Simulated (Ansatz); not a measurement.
Crystal: Ba2Tl5V3O12.

```
Ba V Tl O
1.0
     6.48991   -6.67692   -0.04765
     6.48991    6.67692   -0.04765
    -1.96739    0.00000    5.75220
Ba V Tl O
2 3 5 12
Direct
  0.47917 0.52083 0.00000
  0.79264 0.20736 0.00000
  0.65694 0.94605 0.25735
  0.05395 0.34306 0.74265
  0.57442 0.42558 0.50000
  0.49835 0.85629 0.63726
  0.14371 0.50165 0.36274
  0.01508 0.98492 0.50000
  0.30964 0.12677 0.21892
  0.87323 0.69036 0.78108
  0.00390 0.26325 0.44275
  0.59719 0.60676 0.67706
  0.91333 0.42820 0.84635
  0.52536 0.79943 0.20594
  0.68766 0.41628 0.31356
  0.09251 0.20316 0.88601
  0.58372 0.31234 0.68644
  0.79684 0.90749 0.11399
  0.57180 0.08667 0.15365
  0.20057 0.47464 0.79406
  0.73675 0.99610 0.55725
  0.39324 0.40281 0.32294
```

The cell was built by a generator and needn't be a form met in nature.

Base run:

```yaml
Program: Ansatz 0.2.0
Functional: LDA
Potentials_or_basis: all-electron LAPW, scalar-relativistic
Cutoff: 482 eV
Density_cutoff: 1926 eV
Basis_error_allowed: 0.003 eV/atom
k_mesh: 2 × 2 × 4
Occupations: fermi-dirac, width 0.05 eV
Spin: collinear spin, ferromagnetic start
Starting_moments: "[0.0, 0.0, 2.0, 2.0, 2.0, 0.0, 0.0, 0.0, 0.0, 0.0, 0.0, 0.0, 0.0, 0.0, 0.0, 0.0, 0.0, 0.0, 0.0, 0.0, 0.0, 0.0] μB"
```

Its results: band gap on the k mesh 2.80 eV, indirect (least direct gap 2.85 eV); pressure -5.0 GPa; net moment 0.00 μB per cell; largest force 0.595 eV/Å.

Task: The run is repeated on the same cell with these changes: functional from LDA to RPBE. What comes out?

Result: Band gap on the k mesh 3.01 eV, indirect (least direct gap 3.05 eV); pressure 2.2 GPa; net moment 0.00 μB per cell; largest force 0.199 eV/Å.

RPBE binds less tightly than LDA, so the same cell stands under more pressure.

Caveats: spin-orbit coupling is left out, which as a rule narrows the gap of such compounds by several tenths of an eV.

A k mesh can miss the band edges.

Not every run made on this cell is shown here.
